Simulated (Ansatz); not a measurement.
Predict the output of the script below (Ansatz 0.2.0, Python API).

`run_dimer.py`
```python
import ansatz as az

BASIS = "def2-SVPD"
XC = "pbe"
DISPERSION = "d3bj"

FIRST = [
    ("Br", (-1.741, -0.1491, 0.435)),
    ("C", (0.0489, 0.1021, -0.1771)),
    ("I", (1.2947, -0.7665, 1.2155)),
    ("H", (0.2877, 1.1904, -0.2964)),
    ("H", (0.1096, -0.3771, -1.1768)),
]
SECOND = [
    ("Br", (0.0191, 4.3922, 2.0406)),
    ("C", (-1.2539, 3.0301, 1.6334)),
    ("I", (-2.983, 3.9751, 1.031)),
    ("H", (-1.4494, 2.3786, 2.5239)),
    ("H", (-0.7993, 2.4023, 0.8384)),
]

def energy(atoms, ghosts=()):
    molecule = az.Crystal.molecule()
    for symbol, xyz in atoms:
        molecule = molecule.atom(symbol, xyz)
    calc = (
        molecule.calculation()
        .basis(gaussian=BASIS)
        .functional(XC, dispersion=DISPERSION)
    )
    deck = calc.input()
    if ghosts:
        deck = deck.set(az.key.basis.gaussian.ghost_atoms, [{"symbol": s, "position_ang": list(xyz)} for s, xyz in ghosts])
    return az.Session.from_dict(deck).plan().execute().report["free_energy_ev"]


def main() -> None:
    both = energy(FIRST + SECOND)
    alone = energy(FIRST) + energy(SECOND)
    ghosted = energy(FIRST, SECOND) + energy(SECOND, FIRST)
    print(f"dimer {both:.6f} eV")
    print(f"interaction, uncorrected   {96.485332 * (both - alone):8.3f} kJ/mol")
    print(f"interaction, counterpoise  {96.485332 * (both - ghosted):8.3f} kJ/mol")
    print(f"basis-set superposition    {96.485332 * (alone - ghosted):8.3f} kJ/mol")


if __name__ == "__main__":
    main()
```

```console
$ python run_dimer.py
dimer -158390.321289 eV
interaction, uncorrected     -8.857 kJ/mol
interaction, counterpoise    -3.772 kJ/mol
basis-set superposition       5.085 kJ/mol
```

Uncorrected it is -8.857 kJ/mol, with the counterpoise correction -3.772 kJ/mol; the difference, 5.085 kJ/mol, is the superposition error.

Total energies depend on the basis set; only differences at equal settings carry meaning. The dimer is a generated trial pose of unrelaxed monomers, not a minimum, so the figure is no binding energy, and the basis set is small. def2 sets replace the cores of elements past krypton by effective core potentials. Wall time of the script: 36 s on 1 thread of Arm Neoverse V2, on a shared host, peak memory 0.49 GiB.
